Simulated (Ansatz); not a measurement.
**CH₃B₂Br: up Jacob's ladder to CCSD(T)**

The task here is to estimate one member of a computed series from the others.

Computed with Ansatz 0.2.0, Gaussian basis. Level: functionals in def2-TZVPP, the program's frozen cores in correlated methods.

The runs, in order: LDA (SPW92), PBE-D4, revPBE-D4, BLYP-D4, r2SCAN-D4, B97M-V, PBE0-D4, B3LYP-D4, r2SCANh-D4, r2SCAN0-D4, HSE06-D4, BHLYP-D4, CAM-B3LYP-D4, LC-ωPBE, ωB97X-V, ωB97M-V, B2PLYP, PBE-QIDH; CCSD(T)/def2-SVP; CCSD(T)/def2-TZVPP; MP2/def2-QZVPP; extrapolation to the limit; RPA on PBE.

**Structure used throughout**

An earlier PBE0-D4 in a triple-zeta def2 set relaxation fixed the geometry.

SMILES `BrB1BC1`, 7 atoms, charge 0, spin multiplicity 1.

Atoms are counted from 1 here; the program's logs count them from 0.

Bond lengths: Br1–B2 1.900 Å, B2–B3 1.533 Å, B2–C4 1.601 Å, B3–C4 1.472 Å, B3–H5 1.179 Å, C4–H6 1.088 Å, C4–H7 1.132 Å. Angles: Br1–B2–B3 167.1°, Br1–B2–C4 136.9°, B3–B2–C4 56.0°, B2–B3–C4 64.4°, B2–B3–H5 161.7°, C4–B3–H5 133.9°, B2–C4–B3 59.6°, B2–C4–H6 164.6°, B2–C4–H7 63.1°, B3–C4–H6 135.8°, B3–C4–H7 122.7°, H6–C4–H7 101.5°.

The first run:

Contents of in.yaml:

```yaml
crystal:
  periodic: [false, false, false]
  atoms:
    - {symbol: Br, position_ang: [-2.236066, -1.454478, -0.104233]}
    - {symbol: B, position_ang: [-0.487934, -0.711198, -0.134901]}
    - {symbol: B, position_ang: [1.012834, -0.426801, -0.260173]}
    - {symbol: C, position_ang: [0.182801, 0.710335, 0.170734]}
    - {symbol: H, position_ang: [2.166801, -0.570005, -0.454719]}
    - {symbol: H, position_ang: [0.362714, 1.748833, 0.439001]}
    - {symbol: H, position_ang: [-0.939948, 0.635413, 0.298589]}
basis:
  gaussian: {orbitals: def2-TZVPP}
hamiltonian: {xc: lda}
output: {orbitals: {seedname: orbitals}}
```

The run is started by

```bash
$ ansatz run in.yaml --threads 2 --pin off --events-out ev --progress --plain --max-ram 4352MiB
```

Among the steps run: LDA; PBE-D4 (GGA); revPBE-D4 (GGA); BLYP-D4 (GGA); r2SCAN-D4 (meta-GGA); B97M-V (meta-GGA); PBE0-D4 (hybrid); B3LYP-D4 (hybrid); r2SCANh-D4 (hybrid); r2SCAN0-D4 (hybrid); HSE06-D4 (hybrid); BHLYP-D4 (hybrid); CAM-B3LYP-D4 (range-separated); LC-ωPBE (range-separated); ωB97X-V (range-separated); ωB97M-V (range-separated); B2PLYP (double hybrid); PBE-QIDH (double hybrid).

One table of the session follows, with a row left open; its other results are not shown here.

It belongs to the step «Orbital energies across the functionals». 

```
  functional  HOMO (eV)  gap (eV)
 LDA (SPW92)      -6.44      4.36
      PBE-D4      -6.32      4.48
   revPBE-D4      -6.28      4.53
     BLYP-D4      -6.20      4.53
   r2SCAN-D4      -6.59      5.00
      B97M-V      -6.66      5.16
     PBE0-D4      -7.56      6.69
    B3LYP-D4      -7.35      6.29
  r2SCANh-D4      -7.04      5.80
  r2SCAN0-D4          ?         ?
    HSE06-D4      -7.17      5.91
    BHLYP-D4      -8.71      8.92
CAM-B3LYP-D4      -8.91      9.19
     LC-ωPBE     -10.25     11.63
     ωB97X-V      -9.90     11.23
     ωB97M-V      -9.75     10.93
```

**Question.** Estimate the row for r2SCAN0-D4.

Worked estimate for «HOMO (eV)». Against the share of exact exchange, r2SCAN-D4 (0, -6.59), r2SCANh-D4 (0.1, -7.04) give a slope of -4.50 per unit share; at 0.25 the line stands at -7.71.

The run gave: HOMO (eV): -7.73; gap (eV): 6.99. In «HOMO (eV)» the line misses by +0.02.
